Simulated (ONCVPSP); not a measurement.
# An ONCV potential for gold, from input to tests

Aim: build the potential from the settings below, then test how well it stands in for the atom: other configurations, scattering, ghost states and the plane-wave cutoff that it needs.

Program: ONCVPSP 4.0.1. Reference atom: PBE, scalar-relativistic, spherical and spin-unpolarised. All values are calculated.

### Step 1. Starting point

Typed settings, in words:

```json
{
 "element": "gold (Au, Z = 79)",
 "type": "optimised norm-conserving Vanderbilt (ONCV)",
 "frozen core": "[Kr] 4d10",
 "valence charge": "33",
 "reference configuration": "4f14 5s2 5p6 5d10 6s1",
 "partial waves": "5s+6s: rc 1.45 bohr, ncon 3, nbas 6, qcut 6.6 1/bohr, 2 projectors; 5p: rc 1.35 bohr, ncon 3, nbas 6, qcut 11.3 1/bohr, 2 projectors, debl 2.9 Ha; 5d: rc 1.50 bohr, ncon 4, nbas 8, qcut 7 1/bohr, 3 projectors, debl 3.6 Ha; 4f: rc 1.00 bohr, ncon 5, nbas 10, qcut 19.8 1/bohr, 2 projectors, debl 1.2 Ha",
 "local potential": "polynomial inside 0.65 bohr (lpopt 5, dvloc0 0 Ha)",
 "core correction": "Teter function, fcfact 5.75, rcfact 1.35"
}
```

The outer shells as boxes (Hund's rule for the drawing; the calculation is spin-unpolarised):

```
[Kr] core
4d [↑↓][↑↓][↑↓][↑↓][↑↓]
4f [↑↓][↑↓][↑↓][↑↓][↑↓][↑↓][↑↓]
5s [↑↓]
5p [↑↓][↑↓][↑↓]
5d [↑↓][↑↓][↑↓][↑↓][↑↓]
6s [↑ ]
```

The nodes and maxima of the atom's own shells, from an earlier all-electron run, set the scale for the radii.

All-electron outer shells of the reference configuration (PBE, scalar-relativistic, ld1.x):

| shell | level (eV) | outermost node (bohr) | outermost maximum (bohr) |
| --- | --- | --- | --- |
| 4d | -325.90 | 0.20 | 0.41 |
| 5s | -108.37 | 0.48 | 0.84 |
| 4f | -81.12 | – | 0.37 |
| 5p | -59.78 | 0.52 | 0.96 |
| 5d | -6.88 | 0.56 | 1.21 |
| 6s | -5.76 | 1.11 | 2.32 |
| 6p | -0.77 | 1.32 | 3.64 |

### Step 2. Generation

Au.dat reads:

```
# ATOM AND REFERENCE CONFIGURATION
# atsym  z   nc   nv     iexc    psfile
  Au 79.00    9    5        4      upf
#
#   n    l    f
    1    0    2.00
    2    0    2.00
    2    1    6.00
    3    0    2.00
    3    1    6.00
    3    2   10.00
    4    0    2.00
    4    1    6.00
    4    2   10.00
    4    3   14.00
    5    0    2.00
    5    1    6.00
    5    2   10.00
    6    0    1.00
#
# PSEUDOPOTENTIAL AND OPTIMIZATION
# lmax
    3
#
#   l,   rc,      ep,       ncon, nbas, qcut
    0    1.45    0.00    3    6    6.60
    1    1.35    0.00    3    6   11.30
    2    1.50    0.00    4    8    7.00
    3    1.00    0.00    5   10   19.80
#
# LOCAL POTENTIAL
# lloc, lpopt,  rc(5),   dvloc0
    4    5    0.65    0.00
#
# VANDERBILT-KLEINMAN-BYLANDER PROJECTORs
# l, nproj, debl
    0    2    3.40
    1    2    2.90
    2    3    3.60
    3    2    1.20
#
# MODEL CORE CHARGE
# icmod, fcfact, rcfact
    3    5.75    1.35
#
# LOG DERIVATIVE ANALYSIS
# epsh1, epsh2, depsh
   -5.00    5.00    0.04
#
# OUTPUT GRID
# rlmax, drl
    6.00    0.01
#
# TEST CONFIGURATIONS
# ncnf
    4
# nvcnf
#   n    l    f
    5
    4    3   14.00
    5    0    2.00
    5    1    6.00
    5    2   10.00
    6    0    0.00
#
    5
    4    3   14.00
    5    0    2.00
    5    1    6.00
    5    2    9.00
    6    0    0.00
#
    5
    4    3   14.00
    5    0    2.00
    5    1    6.00
    5    2    8.00
    6    0    0.00
#
    5
    4    3   14.00
    5    0    1.00
    5    1    6.00
    5    2   10.00
    6    0    1.00
#
```

Run with:

```
oncvpsp.x < Au.dat > Au.out
```

Q: Predict the outcome of this session. Wanted: cutoffs for 1 and 0.1 mHa per electron, occupied waves; bound ghosts; GHOST(+) flags; largest miss of a reference level; configuration tests; largest phase difference near zero energy, channels read; rms error of d²Exc/dn², without and with the model core; projector energies reset by the program.

The runs gave:

```
                                                quantity                        value
  cutoffs for 1 and 0.1 mHa per electron, occupied waves            165 Ha and 178 Ha
                                            bound ghosts              s at -496.12 eV
                                          GHOST(+) flags                  p at -58 eV
                       largest miss of a reference level                  30 meV (5p)
                                     configuration tests  no usable energy difference
largest phase difference near zero energy, channels read                    0.000 rad
 rms error of d²Exc/dn², without and with the model core            5.76 and 2.27 mHa
                 projector energies reset by the program          f: -2.981, 0.250 Ha
```

It has a bound ghost (s), a state that the atom doesn't have, and that rules the file out. Of the tests 4 gave no usable energy difference, which is a warning in itself. By its cutoff, 165 Ha for the looser tolerance, it is very hard. At the looser tolerance the 4f wave is the slowest; 5p needs 44 Ha. Near zero energy the phases of the channels with partial waves agree within 0.001 rad. The program also flags highly localised states, GHOST(+) (p). These are tests on the free atom; a crystal test is still owed.
